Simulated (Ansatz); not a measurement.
**C₃H₁₀BN: ionisation energy by level of theory**

Aim: the vertical ionisation energy of C₃H₁₀BN, as cation minus neutral at the neutral's geometry, on several levels, and how well −ε(HOMO) stands in for it.

Computed with Ansatz 0.2.0, Gaussian basis. Level: unrestricted cation, the program's frozen cores in correlated methods.

Levels to be run: UKS PBE-D4/def2-TZVPP; UKS r2SCAN-D4/def2-TZVPP; UKS PBE0-D4/def2-TZVPP; UKS B3LYP-D4/def2-TZVPP; UKS wB97X-V/def2-TZVPP; UKS wB97M-V/def2-TZVPP; UKS B2PLYP/def2-TZVPP; UHF-CCSD(T)/def2-TZVPP; UHF-MP2/def2-QZVPP; extrapolation to the limit; then −ε(HOMO) from the neutral's earlier runs with LDA (SPW92), PBE-D4, revPBE-D4, BLYP-D4, r2SCAN-D4, B97M-V, PBE0-D4, B3LYP-D4, r2SCANh-D4, r2SCAN0-D4, HSE06-D4, BHLYP-D4, CAM-B3LYP-D4, LC-ωPBE, ωB97X-V, ωB97M-V.

### 1 The relaxed structure

The geometry comes from an earlier relaxation with PBE0-D4 in a triple-zeta def2 set; it is a stationary point, not always the lowest conformer.

SMILES `CBN(C)C`, 15 atoms, charge 0, spin multiplicity 1.

Atoms are counted from 1 here; the program's logs count them from 0.

Bond lengths: C1–B2 1.570 Å, C1–H6 1.096 Å, C1–H7 1.096 Å, C1–H8 1.092 Å, B2–N3 1.395 Å, B2–H9 1.204 Å, N3–C4 1.445 Å, N3–C5 1.443 Å, C4–H10 1.088 Å, C4–H11 1.097 Å, C4–H12 1.097 Å, C5–H13 1.087 Å, C5–H14 1.097 Å, C5–H15 1.097 Å. Angles: B2–C1–H6 109.5°, B2–C1–H7 109.5°, B2–C1–H8 116.7°, H6–C1–H7 105.2°, H6–C1–H8 107.7°, H7–C1–H8 107.7°, C1–B2–N3 125.7°, C1–B2–H9 118.8°, N3–B2–H9 115.6°, B2–N3–C4 122.2°, B2–N3–C5 125.5°, C4–N3–C5 112.2°, N3–C4–H10 109.8°, N3–C4–H11 111.0°, N3–C4–H12 111.0°, H10–C4–H11 108.8°, H10–C4–H12 108.8°, H11–C4–H12 107.5° and more.

### 2 Cation, UKS PBE-D4/def2-TZVPP

Contents of in.yaml:

```yaml
crystal:
  periodic: [false, false, false]
  atoms:
    - {symbol: C, position_ang: [-1.962712, 0.400356, -0.812386]}
    - {symbol: B, position_ang: [-0.685392, -0.497951, -0.651723]}
    - {symbol: N, position_ang: [0.432197, -0.191258, 0.124389]}
    - {symbol: C, position_ang: [1.571255, -1.075373, 0.218469]}
    - {symbol: C, position_ang: [0.603220, 1.005570, 0.913012]}
    - {symbol: H, position_ang: [-2.121290, 0.623332, -1.873577]}
    - {symbol: H, position_ang: [-2.848639, -0.165020, -0.501596]}
    - {symbol: H, position_ang: [-1.967543, 1.347983, -0.270322]}
    - {symbol: H, position_ang: [-0.639170, -1.548829, -1.236957]}
    - {symbol: H, position_ang: [1.401439, -1.962750, -0.388587]}
    - {symbol: H, position_ang: [1.742823, -1.385456, 1.256511]}
    - {symbol: H, position_ang: [2.484076, -0.577906, -0.131379]}
    - {symbol: H, position_ang: [-0.265443, 1.653852, 0.826963]}
    - {symbol: H, position_ang: [0.746296, 0.757243, 1.971511]}
    - {symbol: H, position_ang: [1.487083, 1.565506, 0.584672]}
basis:
  gaussian: {orbitals: def2-TZVPP}
total_charge: 1
magnetization: {spin_polarized: true, initial_magnetization: 1}
hamiltonian: {xc: pbe, dispersion: d4}
```

Run with:

```
$ ansatz run in.yaml --threads 2 --pin off --events-out ev --progress --plain --max-ram 32768MiB --backend cpu
```

After this run come: Cation, UKS r2SCAN-D4/def2-TZVPP; Cation, UKS PBE0-D4/def2-TZVPP; Cation, UKS B3LYP-D4/def2-TZVPP; Cation, UKS wB97X-V/def2-TZVPP; Cation, UKS wB97M-V/def2-TZVPP; Cation, UKS B2PLYP (frozen core)/def2-TZVPP; Cation, UHF-CCSD(T)/def2-TZVPP; Cation, UHF-MP2/def2-QZVPP.

Before running them: what should the planned runs give, taken together? Wanted: ionisation energy, CCSD(T)/CBS; nearest functional by difference; nearest −ε(HOMO); −ε(HOMO) of PBE; T1 of the cation.

**Answer**, as computed:

| quantity | value |
| --- | --- |
| ionisation energy, CCSD(T)/CBS | 9.47 eV |
| nearest functional by difference | ωB97M-V (-0.22 eV) |
| nearest −ε(HOMO) | ωB97M-V (-0.01 eV) |
| −ε(HOMO) of PBE | 5.92 eV |
| T1 of the cation | 0.018 |

**Reading.** Energy differences with functionals land within 0.46 eV of the reference. −ε(HOMO) of PBE misses by 3.5 eV, since self-interaction lifts the level. Among orbital estimates ωB97M-V comes nearest. Hartree-Fock falls 1.51 eV short, as the neutral has more correlation energy than the cation.
